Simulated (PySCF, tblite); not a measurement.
# C₄H₁₁OPSi: geometry, infrared bands and NMR shifts

Aim: predict the infrared bands and NMR shifts of C₄H₁₁OPSi (`C[C@@H]1[C@H]([SiH3])C[P@@H]1=O`).

Computed with tblite 0.8.0 and PySCF 2.14.0, with density-fitted response routines of our own, on a single molecule in the gas phase. Atoms count from 0, in the outputs and in this text.

## (1) Starting geometry

18 atoms, charge 0, multiplicity 1; geometry from: force field or distance geometry start.

Bonds of the start (Å): C0–C1 1.49, C1–C2 1.51, C2–Si3 1.85, C2–C4 1.51, C4–P5 1.82, P5–O6 1.50, P5–C1 1.82, C0–H7 1.09, C0–H8 1.12, C0–H9 1.11, C1–H10 1.10, C2–H11 1.11, Si3–H12 1.46, Si3–H13 1.49, Si3–H14 1.46, C4–H15 1.11, C4–H16 1.11, P5–H17 1.40.

## (2) Optimising the geometry with GFN2-xTB

Job settings and geometry (Å):

```
{"job": {"kind": "relax", "xc": "GFN2-xTB", "basis": "xTB"}, "charge": 0, "multiplicity": 1}
C     -0.825100     1.309100    -0.861800
C     -0.629600     0.630600     0.445000
C      0.568800    -0.283500     0.583600
Si     2.135400     0.272700    -0.227600
C     -0.122800    -1.481900    -0.024100
P     -1.671500    -0.849000     0.680100
O     -2.857800    -0.937200    -0.227300
H      0.011200     1.155500    -1.549900
H     -1.814800     1.002900    -1.276700
H     -0.910700     2.402600    -0.666300
H     -0.725700     1.293200     1.318900
H      0.746800    -0.487800     1.664600
H      2.261000    -0.229200    -1.590600
H      3.241300    -0.332100     0.569700
H      2.346400     1.719600    -0.181800
H      0.219300    -2.420500     0.449200
H     -0.119800    -1.519100    -1.129200
H     -1.861000    -1.239600     2.012500
```

Launch:

```bash
OMP_NUM_THREADS=1 python probes_run.py task.json out
```

One launch serves the whole session: the jobs run in the order shown.

**Question.** This job is followed by: GFN2-xTB harmonic vibrations, gas phase; GIAO PBE0/pcSseg-1 NMR shielding, non-relativistic, gas phase. What will the session give for the following? strongest single infrared mode (GFN2-xTB); zero-point energy (GFN2-xTB); 13C shifts against TMS (PBE0/pcSseg-1); 1H shifts against TMS (PBE0/pcSseg-1, means over atoms taken as alike); 29Si shifts against TMS (PBE0/pcSseg-1); 31P shifts against H3PO4 (PBE0/pcSseg-1); 17O shifts against H2O (PBE0/pcSseg-1).

As calculated:

| quantity | value |
| --- | --- |
| strongest single infrared mode (GFN2-xTB) | 782 cm⁻¹, 328 km/mol |
| zero-point energy (GFN2-xTB) | 85.8 kcal/mol |
| 13C shifts against TMS (PBE0/pcSseg-1) | 49.2, 40.5, 12.5, 8.6 ppm |
| 1H shifts against TMS (PBE0/pcSseg-1, means over atoms taken as alike) | 7.42, 3.89, 2.64, 2.50, 2.43, 1.44, 1.24 ppm |
| 29Si shifts against TMS (PBE0/pcSseg-1) | -71.5 ppm |
| 31P shifts against H3PO4 (PBE0/pcSseg-1) | -3.2 ppm |
| 17O shifts against H2O (PBE0/pcSseg-1) | 141.5 ppm |

In words: The optimisation took 102 steps and gained 0.716 eV; among the close pairs (by a distance rule), C2–Si3 changed most, from 1.850 to 1.900 Å. No mode is imaginary among the 48: a minimum at this level. The strongest single mode, at 782 cm⁻¹, is spread over several atoms, H14, H13, H12 among them. GFN2-xTB is a fitted tight-binding method: band positions and strengths are rough. Its intensities can rank the bands wrongly. At PBE0/pcSseg-1: The largest span, 318 ppm, is at P5, where the paramagnetic term is -642 ppm.
